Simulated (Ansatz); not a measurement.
This script makes vertical energies of changing the electron count of ClFGeHSe, SMILES [F][Ge]([Cl])[SeH] with the Python package of Ansatz (0.2.0).

`clfgehse.py`
```python
"""Removing and adding an electron on ClFGeHSe at fixed geometry."""

import logging
import sys

import ansatz as az

logging.basicConfig(stream=sys.stdout, format="%(levelname)s %(message)s")
logger = logging.getLogger("clfgehse")
logger.setLevel(logging.INFO)


def single_point(molecule, charge=0, unpaired=0):
    calc = (
        molecule.calculation()
        .basis(gaussian="def2-SVPD")
        .functional("r2scan0")
        .accuracy("medium")
    )
    if charge:
        calc = calc.charge(charge)
    if unpaired:
        calc = calc.spin("collinear", total=unpaired)
    return calc.run().report["free_energy_ev"]

GEOMETRY = """
F     0.20520   -1.99830   -0.26650
Ge    0.78290   -0.43800    0.33850
Cl   -0.21330    0.03690    2.20470
Se    0.42930    1.29290   -1.21790
H    -1.15420    1.03290   -1.10010
"""


def main() -> None:
    molecule = az.Crystal.molecule()
    for line in GEOMETRY.strip().splitlines():
        symbol, *xyz = line.split()
        molecule = molecule.atom(symbol, [float(v) for v in xyz])

    # total-energy differences at one geometry
    parent = single_point(molecule, 0, 1)
    cation = single_point(molecule, 1, 0)
    logger.info(f"E(N)   = {parent:.5f} eV")
    logger.info(f"E(N-1) = {cation:.5f} eV  (0 unpaired)")
    logger.info(f"vertical ionisation energy {cation - parent:.3f} eV")
    anion = single_point(molecule, -1, 0)
    logger.info(f"E(N+1) = {anion:.5f} eV  (0 unpaired)")
    logger.info(f"vertical electron affinity {parent - anion:.3f} eV" + ("" if anion < parent else " (unbound in this basis)"))
    logger.info(f"fundamental gap IP - EA = {cation + anion - 2 * parent:.3f} eV")


if __name__ == "__main__":
    main()
```

What does it cost to change the electron count at this fixed geometry?

At this unrelaxed geometry removing an electron costs 9.56 eV and adding one releases 2.41 eV.

The output:

```console
$ python clfgehse.py
INFO E(N)   = -137101.37979 eV
INFO E(N-1) = -137091.82067 eV  (0 unpaired)
INFO vertical ionisation energy 9.559 eV
INFO E(N+1) = -137103.78829 eV  (0 unpaired)
INFO vertical electron affinity 2.409 eV
INFO fundamental gap IP - EA = 7.151 eV
```

What to keep in mind:
- The settings weren't tested for convergence.
- The geometry is a force-field or estimated start, not a minimum of this method, and the basis set is short of its limit. All parts are taken at fixed geometry, without zero-point energy. At an unrelaxed start these energies can be a whole eV from those at the minimum, and a small affinity can change sign.
- The species is open-shell (spin multiplicity 2).
- Only the spin states typed were run; another state of an ion can lie lower, by up to an eV or two.
- The whole script took 48 s on 1 thread of Intel(R) Xeon(R) Platinum 8488C (Sapphire Rapids), with other jobs on the host, peak memory 0.66 GiB.

(Lines on the test bed's own set-up are left out of the output.)
